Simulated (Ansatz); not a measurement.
# CH₇GaInN: one species, many methods

Aim: compute CH₇GaInN with functionals from several rungs and with coupled cluster, and see how far each lands from CCSD(T) at the basis-set limit for the atomisation energy.

The runs use Ansatz 0.2.0, Gaussian basis; functionals in def2-TZVPP, the program's frozen cores in correlated methods.

The runs, in order: LDA (SPW92), PBE-D4, revPBE-D4, BLYP-D4, r2SCAN-D4, B97M-V, PBE0-D4, B3LYP-D4, r2SCANh-D4, r2SCAN0-D4, HSE06-D4, BHLYP-D4, CAM-B3LYP-D4, LC-ωPBE, ωB97X-V, ωB97M-V, B2PLYP, PBE-QIDH; CCSD(T)/def2-SVP; CCSD(T)/def2-TZVPP; MP2/def2-QZVPP; extrapolation to the limit; RPA on PBE.

## 1. The geometry

An earlier PBE0-D4 in a triple-zeta def2 set relaxation fixed the geometry. In takes the def2 core potential; no spin-orbit term is included.

11 atoms, charge 0, spin multiplicity 1.

Atoms are counted from 1 here; the program's logs count them from 0.

Bond lengths: C1–N2 1.441 Å, C1–H5 1.097 Å, C1–H6 1.097 Å, C1–H7 1.094 Å, N2–Ga3 1.824 Å, N2–H8 1.009 Å, Ga3–In4 2.613 Å, Ga3–H9 1.575 Å, In4–H10 1.736 Å, In4–H11 1.736 Å. Angles: N2–C1–H5 112.6°, N2–C1–H6 112.6°, N2–C1–H7 109.9°, H5–C1–H6 107.6°, H5–C1–H7 106.9°, H6–C1–H7 106.9°, C1–N2–Ga3 128.6°, C1–N2–H8 112.9°, Ga3–N2–H8 118.5°, N2–Ga3–In4 117.7°, N2–Ga3–H9 113.0°, In4–Ga3–H9 129.3°, Ga3–In4–H10 122.6°, Ga3–In4–H11 122.5°, H10–In4–H11 114.9°.

## 2. LDA

This LDA is Slater exchange with PW92 correlation.

Contents of in.yaml:

```yaml
crystal:
  periodic: [false, false, false]
  atoms:
    - {symbol: C, position_ang: [-0.873544, 1.525874, -0.095270]}
    - {symbol: N, position_ang: [0.124226, 1.075371, 0.841092]}
    - {symbol: Ga, position_ang: [0.998854, -0.524533, 0.889174]}
    - {symbol: In, position_ang: [0.415580, -2.284525, -0.952707]}
    - {symbol: H, position_ang: [-0.558497, 2.418347, -0.650559]}
    - {symbol: H, position_ang: [-1.831452, 1.756264, 0.387842]}
    - {symbol: H, position_ang: [-1.070409, 0.743716, -0.835129]}
    - {symbol: H, position_ang: [0.339368, 1.763637, 1.546391]}
    - {symbol: H, position_ang: [2.024361, -0.630169, 2.080011]}
    - {symbol: H, position_ang: [1.266869, -2.373518, -2.462817]}
    - {symbol: H, position_ang: [-0.835346, -3.470474, -0.748039]}
basis:
  gaussian: {orbitals: def2-TZVPP}
hamiltonian: {xc: lda}
output: {orbitals: {seedname: orbitals}}
```

Command:

```sh
$ ansatz run in.yaml --threads 4 --pin off --events-out ev --progress --plain --max-ram 10444MiB
```

After this run come: PBE-D4 (GGA); revPBE-D4 (GGA); BLYP-D4 (GGA); r2SCAN-D4 (meta-GGA); B97M-V (meta-GGA); B3LYP-D4 (hybrid); r2SCANh-D4 (hybrid); r2SCAN0-D4 (hybrid); HSE06-D4 (hybrid); BHLYP-D4 (hybrid); CAM-B3LYP-D4 (range-separated); LC-ωPBE (range-separated); ωB97X-V (range-separated); ωB97M-V (range-separated); B2PLYP (double hybrid); PBE-QIDH (double hybrid); CCSD(T) in def2-SVP; CCSD(T) in def2-TZVPP; MP2 in def2-QZVPP; RPA on PBE orbitals.

Before running them: what should the planned runs give, taken together? Wanted: atomisation energy, CCSD(T)/CBS; farthest beyond LDA; mean size of error, GGA; mean size of error, meta-GGA; mean size of error, hybrid; mean size of error, range-separated; mean size of error, double hybrid; gap, smallest and largest; T1 diagnostic.

**Answer**, as computed:

| quantity | value |
| --- | --- |
| atomisation energy, CCSD(T)/CBS | 32.976 eV |
| functionals within 0.330 eV (1.0 %) | PBE-D4, r2SCAN-D4, B97M-V, PBE0-D4, B3LYP-D4, HSE06-D4, CAM-B3LYP-D4, LC-ωPBE, ωB97X-V, ωB97M-V |
| farthest beyond LDA | BHLYP-D4 (-0.972 eV) |
| mean size of error, GGA | 0.439 eV |
| mean size of error, meta-GGA | 0.094 eV |
| mean size of error, hybrid | 0.462 eV |
| mean size of error, range-separated | 0.093 eV |
| mean size of error, double hybrid | 0.554 eV |
| gap, smallest and largest | 2.69 eV (LDA (SPW92)), 9.21 eV (LC-ωPBE) |
| T1 diagnostic | 0.0150 |
| triples share of the correlation energy | 3.5 % |

What this shows: The LDA atomisation energy is off by 4.518 eV (14 %): it overbinds. PBE-D4 is off by +0.066 eV. Double hybrids carry the basis error of their MP2 part in triple zeta, and no dispersion term here, so their miss is partly the set-up's. The rungs range-separated, meta-GGA miss on average by less than the doubt on the reference (0.330 eV), so they tie. The reference freezes the cores and leaves out spin-orbit coupling and excitations past (T), and its outer-core shells are covered unevenly, so misses under about 0.330 eV can't be ranked. All levels share the lack of spin-orbit coupling, which lowers the free heavy atoms and so the true binding. Hartree-Fock recovers 70 % of the binding; the rest is correlation. CCSD(T) in def2-SVP is off by -1.989 eV, which most functionals beat. Orbital gaps span 2.7 to 9.2 eV; exact exchange widens them. Correlated methods include outer-core shells of Ga, In, which these sets cover unevenly.
